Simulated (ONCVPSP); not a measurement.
# Pseudopotential generation for Zn: ONCV, PBE

Do these settings give a usable potential? It is generated, then checked for transferability, scattering, ghosts and hardness.

Method: ONCVPSP 4.0.1, PBE, scalar-relativistic.

## (1) Settings

The settings as typed:

| Quantity | Value |
| --- | --- |
| element | zinc (Zn, Z = 30) |
| type | optimised norm-conserving Vanderbilt (ONCV) |
| frozen core | [Ne] |
| valence charge | 20 |
| reference configuration | 3s2 3p6 3d10 4s2 |
| partial waves | 3s+4s: rc 1.25 bohr, ncon 3, nbas 6, qcut 10.2 1/bohr, 2 projectors; 3p: rc 1.15 bohr, ncon 4, nbas 8, qcut 11.5 1/bohr, 2 projectors, debl 0.8 Ha; 3d: rc 1.25 bohr, ncon 4, nbas 9, qcut 13.7 1/bohr, 1 projector |
| local potential | polynomial inside 0.95 bohr (lpopt 1, dvloc0 4 Ha) |
| core correction | Teter function, fcfact 3.75, rcfact 1.6 |

The nodes and maxima of the atom's own shells, from an earlier all-electron run, set the scale for the radii.

All-electron outer shells of the reference configuration (PBE, scalar-relativistic, ld1.x):

| shell | level (eV) | outermost node (bohr) | outermost maximum (bohr) |
| --- | --- | --- | --- |
| 2p | -1004.03 | – | 0.15 |
| 3s | -129.23 | 0.28 | 0.59 |
| 3p | -83.40 | 0.25 | 0.59 |
| 3d | -10.14 | – | 0.57 |
| 4s | -5.98 | 0.85 | 2.09 |
| 4p | -1.12 | 0.92 | 3.08 |

## (2) Generation

File Zn.dat:

```
# ATOM AND REFERENCE CONFIGURATION
# atsym  z   nc   nv     iexc    psfile
  Zn 30.00    3    4        4      upf
#
#   n    l    f
    1    0    2.00
    2    0    2.00
    2    1    6.00
    3    0    2.00
    3    1    6.00
    3    2   10.00
    4    0    2.00
#
# PSEUDOPOTENTIAL AND OPTIMIZATION
# lmax
    2
#
#   l,   rc,      ep,       ncon, nbas, qcut
    0    1.25    0.00    3    6   10.20
    1    1.15    0.00    4    8   11.50
    2    1.25    0.00    4    9   13.70
#
# LOCAL POTENTIAL
# lloc, lpopt,  rc(5),   dvloc0
    4    1    0.95    4.00
#
# VANDERBILT-KLEINMAN-BYLANDER PROJECTORs
# l, nproj, debl
    0    2    1.70
    1    2    0.80
    2    1    0.90
#
# MODEL CORE CHARGE
# icmod, fcfact, rcfact
    3    3.75    1.60
#
# LOG DERIVATIVE ANALYSIS
# epsh1, epsh2, depsh
   -6.00    5.00    0.04
#
# OUTPUT GRID
# rlmax, drl
    6.00    0.01
#
# TEST CONFIGURATIONS
# ncnf
    4
# nvcnf
#   n    l    f
    4
    3    0    2.00
    3    1    6.00
    3    2   10.00
    4    0    1.00
#
    4
    3    0    2.00
    3    1    6.00
    3    2   10.00
    4    0    0.00
#
    4
    3    0    2.00
    3    1    6.00
    3    2    9.00
    4    0    0.00
#
    5
    3    0    2.00
    3    1    6.00
    3    2    9.00
    4    0    2.00
    4    1    1.00
#
```

Run with:

```bash
$ oncvpsp.x < Zn.dat > Zn.out
```

What does the calculation give? Wanted: cutoffs for 1 and 0.1 mHa per electron, occupied waves; bound ghosts; GHOST(+) flags; largest test error; largest phase difference near zero energy, channels read; rms error of d²Exc/dn², without and with the model core; projector energies reset by the program.

**Answer**, as computed:

```
                                                quantity                         value
  cutoffs for 1 and 0.1 mHa per electron, occupied waves               70 Ha and 79 Ha
                                            bound ghosts                    none found
                                          GHOST(+) flags            none at low energy
                            largest test error (AE − PS)  -30 meV, for 3s2 3p6 3d9 4s0
largest phase difference near zero energy, channels read                     0.008 rad
 rms error of d²Exc/dn², without and with the model core             3.38 and 2.37 mHa
                 projector energies reset by the program           p: -3.065, 0.250 Ha
```

What this shows: By total energies transferability is fair: the largest error is 30 meV on 68.9 eV, for 3s2 3p6 3d9 4s0. That test lies far up in energy; among those under 40 eV, nearer to bonding, the largest error is 3.5 meV. By its cutoff, 70 Ha for the looser tolerance, it is very hard. At the looser tolerance the 3d wave is the slowest; 3p needs 48 Ha. It is free of bound ghosts as far as tested. Near zero energy the phases of the channels with partial waves agree within 0.008 rad.
